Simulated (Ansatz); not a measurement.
# Hf2BeCN2: the cost of one run

Method: DFT PBE, scalar-relativistic, plane waves, PAW, in Ansatz 0.2.0.

### Step 1. The structure to begin with

Symmetry: P4/mmm, No. 123, tetragonal system. Conventional cell: a = 3.451 Å, b = 3.451 Å, c = 6.103 Å, α = 90.00°, β = 90.00°, γ = 90.00°. Hf (site symmetry 4mm) is surrounded by 4 N at 2.27 Å and 4 Be at 2.85 Å and 4 C at 2.90 Å. Around Be (site symmetry 4/mmm) lie 4 N at 1.73 Å. C (site symmetry 4/mmm) is surrounded by 8 Hf at 2.90 Å and 2 Be at 3.05 Å. Around N (site symmetry mmm) lie 2 Be at 1.73 Å and 4 Hf at 2.27 Å.

Structure file:

```xyz
6
Lattice="3.4514 0.0000 0.0000 0.0000 3.4514 0.0000 0.0000 0.0000 6.1027" Properties=species:S:1:pos:R:3 pbc="T T T"
Hf    0.0000    0.0000    1.4801
Hf    0.0000    0.0000    4.6227
Be    1.7257    1.7257    0.0000
C     1.7257    1.7257    3.0514
N     0.0000    1.7257    0.0000
N     1.7257    0.0000    0.0000
```

The cell is invented: species swapped into a database cell of Sr2CuSeO2 (P4/mmm, No. 123), with Hf on the Sr sites, Be on the Cu sites, C on the Se sites and N on the O sites. Lengths come from tabulated atomic sizes and are only a guess.

### Step 2. Probe: one point on a coarse mesh

input.yaml

```yaml
crystal:
  lattice:
    - [3.45144766, 0.0, 0.0]
    - [0.0, 3.45144766, 0.0]
    - [0.0, 0.0, 6.10271064]
  atoms:
    - { symbol: Hf, position: [0.0, 0.0, 0.242525] }
    - { symbol: Hf, position: [0.0, 0.0, 0.757475] }
    - { symbol: Be, position: [0.5, 0.5, 0.0] }
    - { symbol: C, position: [0.5, 0.5, 0.5] }
    - { symbol: "N", position: [0.0, 0.5, 0.0] }
    - { symbol: "N", position: [0.5, 0.0, 0.0] }
basis:
  ecutwfc: 420
kpoints:
  mp_grid: { grid: [6, 6, 4] }
hamiltonian:
  xc: pbe
scf:
  occupations: { method: gaussian, width: 0.1 }
  lower_state_search: "off"
output:
  forces: true
  stress: true
  eigenvalues: true
```

On the command line:

```console
$ ansatz run input.yaml --threads 1 --pin off --max-ram 2048MiB --backend cpu --events-out ev --progress --plain --runs-dir out
```

Q: Estimate wall time and peak memory on 1 thread of Intel Xeon 6975P-C (Granite Rapids), shared host.

About 2.7 s, with a peak of 0.42 GiB.
